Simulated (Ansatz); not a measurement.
The system is VAu.

```
CELL_PARAMETERS angstrom
1.41040 0.81430 4.61109
-1.41040 0.81430 4.61109
0.00000 -1.62859 4.61109
ATOMIC_POSITIONS crystal
Au 0.00000 0.00000 0.00000
V 0.50000 0.50000 0.50000
```

The cell comes from a database or a generator and needn't be the stable form of this composition.

```yaml
Program: Ansatz 0.2.0
Task: single point
Functional: PBE
Potentials_or_basis: Ansatz PAW
Cutoff: "420 eV (not typed: the program's choice for these potentials)"
k_mesh: 11 × 11 × 11
Occupations: fermi-dirac, width 0.05 eV
Spin: collinear spin, ferromagnetic start
Starting_moments: "[0.0, 2.0] μB"
```

On this cell: pressure -1.6 GPa; largest force under 0.003 eV/Å; net moment 0.00 μB per cell; band gap on the k mesh none (metal or under the smearing width).

The same run follows on a disturbed copy (atoms moved at random, drawn with an rms of 0.05 Å):

```
Au V
1.0
     1.41040    0.81430    4.61109
    -1.41040    0.81430    4.61109
     0.00000   -1.62859    4.61109
Au V
1 1
Direct
  0.02218 0.00159 0.97814
  0.49426 0.50202 0.50848
```

What does the disturbed cell give?

The energy (extrapolated to zero smearing) moves by +3.5 meV/atom; pressure -1.5 GPa; largest force 0.176 eV/Å; net moment 0.00 μB per cell; band gap on the k mesh none (metal or under the smearing width).

Forces on the atoms (eV/Å):
```
Au  -0.075 -0.134  0.087
V    0.075  0.134 -0.087
```

Stress tensor (GPa, compression positive):
```
-2.20  0.01 -0.15
 0.01 -2.29  0.00
-0.15  0.00 -0.08
```

Caveats: the starting moments weren't kept.
